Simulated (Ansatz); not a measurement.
# CH₅AlOS: a ladder of functionals and wavefunction methods

One table from this session's results is given with a row withheld; the runs are named, their logs left out.

Computed with Ansatz 0.2.0, Gaussian basis. Level: functionals in def2-TZVPP, the program's frozen cores in correlated methods.

Levels to be run: LDA (SPW92), PBE-D4, revPBE-D4, BLYP-D4, r2SCAN-D4, B97M-V, PBE0-D4, B3LYP-D4, r2SCANh-D4, r2SCAN0-D4, HSE06-D4, BHLYP-D4, CAM-B3LYP-D4, LC-ωPBE, ωB97X-V, ωB97M-V, B2PLYP, PBE-QIDH; CCSD(T)/def2-SVP; CCSD(T)/def2-TZVPP; MP2/def2-QZVPP; extrapolation to the limit; RPA on PBE.

### Structure used throughout

The geometry comes from an earlier relaxation with PBE0-D4 in a triple-zeta def2 set; it is a stationary point, not always the lowest conformer.

SMILES `C[S][AlH][OH]`, 9 atoms, charge 0, spin multiplicity 1.

Atoms are counted from 1 here; the program's logs count them from 0.

Bond lengths: C1–S2 1.823 Å, C1–H5 1.091 Å, C1–H6 1.089 Å, C1–H7 1.089 Å, S2–Al3 2.172 Å, Al3–O4 1.690 Å, Al3–H8 1.575 Å, O4–H9 0.955 Å. Angles: S2–C1–H5 111.8°, S2–C1–H6 108.8°, S2–C1–H7 108.7°, H5–C1–H6 109.0°, H5–C1–H7 109.0°, H6–C1–H7 109.4°, C1–S2–Al3 100.3°, S2–Al3–O4 120.9°, S2–Al3–H8 120.1°, O4–Al3–H8 119.0°, Al3–O4–H9 125.0°.

As a file:

```xyz
9
charge 0, multiplicity 1
C    -0.0088    1.0066   -1.4611
S     0.1735    1.1524    0.3473
Al   -0.0113   -0.9335    0.9250
O     0.0856   -1.3969    2.5476
H    -0.1432   -0.0297   -1.7727
H    -0.8754    1.5868   -1.7747
H     0.8856    1.4068   -1.9362
H    -0.2397   -2.0397   -0.1724
H     0.2222   -0.7994    3.2802
```

The first run:

The input, in.yaml:

```yaml
crystal:
  periodic: [false, false, false]
  atoms:
    - {symbol: C, position_ang: [-0.008787, 1.006634, -1.461057]}
    - {symbol: S, position_ang: [0.173520, 1.152442, 0.347275]}
    - {symbol: Al, position_ang: [-0.011282, -0.933488, 0.924982]}
    - {symbol: O, position_ang: [0.085625, -1.396872, 2.547620]}
    - {symbol: H, position_ang: [-0.143213, -0.029744, -1.772745]}
    - {symbol: H, position_ang: [-0.875415, 1.586824, -1.774651]}
    - {symbol: H, position_ang: [0.885573, 1.406830, -1.936228]}
    - {symbol: H, position_ang: [-0.239697, -2.039658, -0.172429]}
    - {symbol: H, position_ang: [0.222177, -0.799368, 3.280234]}
basis:
  gaussian: {orbitals: def2-TZVPP}
hamiltonian: {xc: lda}
output: {orbitals: {seedname: orbitals}}
```

Run with:

```sh
$ ansatz run in.yaml --threads 2 --pin off --events-out ev --progress --plain --max-ram 4352MiB
```

Among the steps run: LDA; PBE-D4 (GGA); revPBE-D4 (GGA); BLYP-D4 (GGA); r2SCAN-D4 (meta-GGA); B97M-V (meta-GGA); PBE0-D4 (hybrid); B3LYP-D4 (hybrid); r2SCANh-D4 (hybrid); r2SCAN0-D4 (hybrid); HSE06-D4 (hybrid); BHLYP-D4 (hybrid); CAM-B3LYP-D4 (range-separated); LC-ωPBE (range-separated); ωB97X-V (range-separated); ωB97M-V (range-separated); B2PLYP (double hybrid); PBE-QIDH (double hybrid).

One of the session's tables, all rows but one given; the rest of the session is left out.

It belongs to the step «Frontier levels by functional». 

```
  functional  HOMO (eV)  gap (eV)
 LDA (SPW92)      -6.06      4.60
      PBE-D4      -5.95      4.72
   revPBE-D4      -5.90      4.77
     BLYP-D4      -5.78      4.67
   r2SCAN-D4      -6.21      5.30
      B97M-V      -6.29      5.22
     PBE0-D4      -7.14      6.65
    B3LYP-D4      -6.89      6.21
  r2SCANh-D4      -6.65      5.99
  r2SCAN0-D4          ?         ?
    HSE06-D4      -6.74      5.88
    BHLYP-D4      -8.18      8.45
CAM-B3LYP-D4      -8.43      8.87
     LC-ωPBE      -9.83     11.33
     ωB97X-V      -9.47     10.86
     ωB97M-V      -9.31     10.43
```

Estimate the missing values for r2SCAN0-D4.

Worked estimate for «HOMO (eV)». Against the share of exact exchange, r2SCAN-D4 (0, -6.21), r2SCANh-D4 (0.1, -6.65) give a slope of -4.40 per unit share; at 0.25 the line stands at -7.31.

**Answer.** HOMO (eV): -7.31; gap (eV): 7.02. In «HOMO (eV)» the line misses by 0.00.
